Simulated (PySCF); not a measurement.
# BH2SClO (SMILES OB(S)Cl) at 6 levels

We compute a comparison of 6 runs (HF/3-21G, HF/def2-SVP, BLYP/pcseg-1, CAM-B3LYP/def2-SVP, PBE0/def2-SVP, CAM-B3LYP/6-311+G**) of BH2SClO. Input form: a Python script.

The results are computed with PySCF 2.14.0.

### Step 1. The molecule

BH2SClO: 6 atoms, total charge 0, spin state singlet. As SMILES, `OB(S)Cl`. The coordinates come from a PBE0-D4/def2-TZVP relaxation. This is one conformer, not always the lowest.

Bond lengths: O1–B2 1.348 Å, B2–S3 1.800 Å, B2–Cl4 1.770 Å, O1–H5 0.962 Å, S3–H6 1.344 Å. Angles: O1–B2–S3 121.5°, O1–B2–Cl4 120.9°, S3–B2–Cl4 117.6°, B2–O1–H5 113.2°, B2–S3–H6 94.9°.

### Step 2. Energy and forces at HF/3-21G (run 1)

job.py

```python
from pyscf import gto

system = gto.M(
    atom='''
O      0.301700     0.908000    -0.627200
B     -0.232300    -0.218400    -0.112900
S      0.333000    -0.896100     1.455800
Cl    -1.520700    -1.084000    -0.964300
H     -0.088300     1.162600    -1.468700
H      1.248600     0.063900     1.671200
''',
    charge=0,
    verbose=4,
    max_memory=1860,
    basis='3-21g',
)

mf = system.RHF()
mf.conv_tol = 1e-10
mf.kernel()
if not mf.converged:
    mf = mf.newton().run(mf.mo_coeff, mf.mo_occ)

energy = mf.e_tot
print('E(%s) = %.9f' % ('HF', energy))
grad = mf.nuc_grad_method().kernel()
mf.analyze()
```

The run is started by

```
$ OMP_NUM_THREADS=1 python job.py
```

What it wrote:

```text
PySCF version 2.14.0

[... 79 lines left out ...]
Two-electron Coulomb Energy =          613.208082325854775
[... 8 lines left out ...]
MO #6   energy= -7.97575677973069  occ= 2
[... 6 lines left out ...]
MO #13  energy= -1.42817750187231  occ= 2
[... 6 lines left out ...]
MO #20  energy= -0.529980550278808 occ= 2
[... 6 lines left out ...]
MO #27  energy= 0.223426372631888  occ= 0
[... 6 lines left out ...]
MO #34  energy= 0.716558789323058  occ= 0
[... 6 lines left out ...]
MO #41  energy= 0.986415133131065  occ= 0
[... 6 lines left out ...]
MO #48  energy= 3.31589023466631   occ= 0
[... 57 lines left out ...]
Dipole moment(X, Y, Z, Debye):  0.88256,  2.31403, -1.36193
```

Wall time 1.7 s (1 thread of Intel Xeon at 2.70GHz, shared host); peak memory 0.12 GiB.

### Step 3. Energy and gradient at HF/def2-SVP (run 2)

job.py

```python
# OB(S)Cl
from pyscf import gto

mol = gto.Mole()
mol.atom = [
    ('O', (0.301700, 0.908000, -0.627200)),
    ('B', (-0.232300, -0.218400, -0.112900)),
    ('S', (0.333000, -0.896100, 1.455800)),
    ('Cl', (-1.520700, -1.084000, -0.964300)),
    ('H', (-0.088300, 1.162600, -1.468700)),
    ('H', (1.248600, 0.063900, 1.671200)),
]
mol.charge = 0
mol.verbose = 4
mol.max_memory = 1860
mol.basis = 'def2-svp'
mol.build()

mf = mol.RHF()
mf.conv_tol = 1e-10
mf.kernel()
if not mf.converged:
    mf = mf.newton().run(mf.mo_coeff, mf.mo_occ)

etot = mf.e_tot
print('E(%s) = %.9f' % ('HF', etot))
grad = mf.nuc_grad_method().kernel()
dip = mf.dip_moment()
pop, q = mf.mulliken_pop()
```

The run is started by

```
$ OMP_NUM_THREADS=1 python job.py
```

What it wrote:

```text
PySCF version 2.14.0

[... 62 lines left out ...]
converged SCF energy = -957.52978829692
[... 13 lines left out ...]
Dipole moment(X, Y, Z, Debye):  0.46505,  1.53992, -1.08001
[... 81 lines left out ...]
charge of    5H =      0.08042
```

Wall time 4.5 s (1 thread of Intel Xeon at 2.70GHz, shared host); peak memory 0.15 GiB.

### Step 4. Energy and forces at BLYP/pcseg-1 (run 3)

calc.py

```python
import pyscf.grad
from pyscf import gto, dft

mol = gto.M(
    atom='''
O    0.301700   0.908000  -0.627200
B   -0.232300  -0.218400  -0.112900
S    0.333000  -0.896100   1.455800
Cl  -1.520700  -1.084000  -0.964300
H   -0.088300   1.162600  -1.468700
H    1.248600   0.063900   1.671200
''',
    basis='pcseg-1',
    max_memory=1860,
    verbose=3,
)

calc0 = dft.RKS(mol, xc='blyp')
calc0.grids.level = 5
calc0.conv_tol = 1e-10
calc0.kernel()
if not calc0.converged:
    calc0 = calc0.newton().run(calc0.mo_coeff, calc0.mo_occ)

e_final = calc0.e_tot
print(f'total energy: {e_final:.8f} hartree')
grad = calc0.Gradients().kernel()
dip = calc0.dip_moment()
pop, q = calc0.mulliken_pop()
```

The run is started by

```
$ OMP_NUM_THREADS=1 python calc.py
```

What it wrote:

```text
converged SCF energy = -959.720016944263
total energy: -959.72001694 hartree
[... 9 lines left out ...]
Dipole moment(X, Y, Z, Debye):  0.65206,  1.63111, -0.91728
[... 81 lines left out ...]
charge of    5H =      0.10983
```

It took 35 s on 1 thread of Intel Xeon at 2.70GHz, shared host; peak memory 0.73 GiB.

Runs 4 to 5 aren't shown in full; the table further down has their settings and results.

### Step 5. Energy and gradient at CAM-B3LYP/6-311+G(d,p) (run 6)

run.py

```python
import pyscf.grad
from pyscf import gto, dft

mol = gto.Mole()
mol.atom = [
    ('O', (0.301700, 0.908000, -0.627200)),
    ('B', (-0.232300, -0.218400, -0.112900)),
    ('S', (0.333000, -0.896100, 1.455800)),
    ('Cl', (-1.520700, -1.084000, -0.964300)),
    ('H', (-0.088300, 1.162600, -1.468700)),
    ('H', (1.248600, 0.063900, 1.671200)),
]
mol.spin = 0
mol.max_memory = 1860
mol.basis = '6-311+g**'
mol.verbose = 3
mol.build()

mf = dft.RKS(mol)
mf.xc = 'cam-b3lyp'
mf.grids.level = 5
mf.conv_tol = 1e-10
mf.kernel()
if not mf.converged:
    mf = mf.newton().run(mf.mo_coeff, mf.mo_occ)

energy = mf.e_tot
print(f'total energy: {energy:.8f} hartree')
grad = mf.Gradients().kernel()
mf.analyze()
```

The run is started by

```
$ OMP_NUM_THREADS=1 python run.py
```

What it wrote:

```text
converged SCF energy = -959.833171291087
[... 14 lines left out ...]
MO #4   energy= -9.54499351425653  occ= 2
[... 13 lines left out ...]
MO #18  energy= -0.525620435362035 occ= 2
[... 13 lines left out ...]
MO #32  energy= 0.0877071945692721 occ= 0
[... 13 lines left out ...]
MO #46  energy= 0.314731243221176  occ= 0
[... 13 lines left out ...]
MO #60  energy= 0.729210490652029  occ= 0
[... 13 lines left out ...]
MO #74  energy= 1.23528347095425   occ= 0
[... 13 lines left out ...]
MO #88  energy= 2.10043394407246   occ= 0
[... 13 lines left out ...]
MO #102 energy= 5.00093916164028   occ= 0
[... 13 lines left out ...]
MO #116 energy= 215.748916490637   occ= 0
[... 7 lines left out ...]
Dipole moment(X, Y, Z, Debye):  0.53826,  1.46836, -0.89503
```

Wall time 68 s (1 thread of Intel Xeon at 2.70GHz, shared host); peak memory 1.2 GiB.

### Step 6. Overview of the runs

| run | level | integration grid | energy (Eh) | dipole moment (D) | HOMO energy (eV) | LUMO energy (eV) | wall time |
| --- | --- | --- | --- | --- | --- | --- | --- |
| 1 | HF/3-21G | – | -953.125063 | 2.83 | -11.01 | 3.85 | 1.7 s |
| 2 | HF/def2-SVP | – | -957.529788 | 1.94 | -10.63 | 4.20 | 4.5 s |
| 3 | BLYP/pcseg-1 | 5 | -959.720017 | 1.98 | -6.55 | -0.77 | 35 s |
| 4 | CAM-B3LYP/def2-SVP | 5 | -959.433148 | 1.86 | -8.97 | 1.62 | 29 s |
| 5 | PBE0/def2-SVP | 5 | -959.051745 | 1.92 | -7.74 | 0.36 | 23 s |
| 6 | CAM-B3LYP/6-311+G** | 5 | -959.833171 | 1.80 | -9.29 | 0.23 | 68 s |

### Step 7. What came out

| quantity | value |
| --- | --- |
| run 6: total energy | -959.83317 Eh |
| run 6: dipole moment | 1.80 D |
| run 6: HOMO energy | -9.29 eV |
| run 6: LUMO energy | 0.23 eV |
| run 6: HOMO–LUMO gap | 9.52 eV |
| run 6: largest force on an atom | 0.165 eV/Å |

The dipole moment (its size) runs from 1.80 D (CAM-B3LYP/6-311+G**) to 2.83 D (HF/3-21G). The two ends differ in method and basis. The HOMO–LUMO gap runs from 5.77 eV (BLYP/pcseg-1) to 14.86 eV (HF/3-21G). Totals of different functionals can't be ranked against each other. All runs together took 2.7 min, the longest 68 s.
